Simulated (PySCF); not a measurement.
# C5H10NOSi: the cost of one run

Programs: PySCF 2.14.0, with routines of our own; each step states its level. All values are computed. Atoms count from 0.

## Step 1: The starting structure

18 atoms, charge 1, multiplicity 1; geometry from: GFN2-xTB.

## Step 2: Vibronic structure: TDDFT PBE/cc-pVDZ

Job settings and geometry (Å):

```
{"job": {"kind": "vib", "xc": "PBE", "basis": "cc-pVDZ", "tda": false}, "charge": 1, "multiplicity": 1}
C     -1.452296    -1.350957     0.417644
N     -1.100999     0.003715     0.082662
C     -1.850994     1.126135     0.355605
C     -1.161698     2.173676    -0.140236
O     -0.021916     1.709812    -0.702924
C     -0.001665     0.400793    -0.565781
C      1.115741    -0.403811    -0.987600
Si     2.533130    -0.367218     0.392105
H     -0.652837    -1.819827     0.990628
H     -2.362875    -1.347596     1.011706
H     -1.626213    -1.932860    -0.488908
H     -2.790736     1.084381     0.865233
H     -1.349045     3.227816    -0.165560
H      1.559748     0.019372    -1.884336
H      0.819620    -1.430283    -1.178054
H      3.548424    -1.263591    -0.133556
H      2.900971     1.037763     0.510653
H      1.884881    -0.861001     1.609062
```

Method: TDDFT PBE/cc-pVDZ vertical-gradient vibronic structure (displaced harmonic oscillators, Condon), gas phase.

Launch:

```bash
$ OMP_NUM_THREADS=1 python excited_run.py task.json out
```

This one command runs all jobs of the session in turn.

Q: Estimate the wall time and peak memory of this first job on 1 thread of Arm Neoverse N1, shared host.

About 93 s, with a peak of 0.97 GiB.
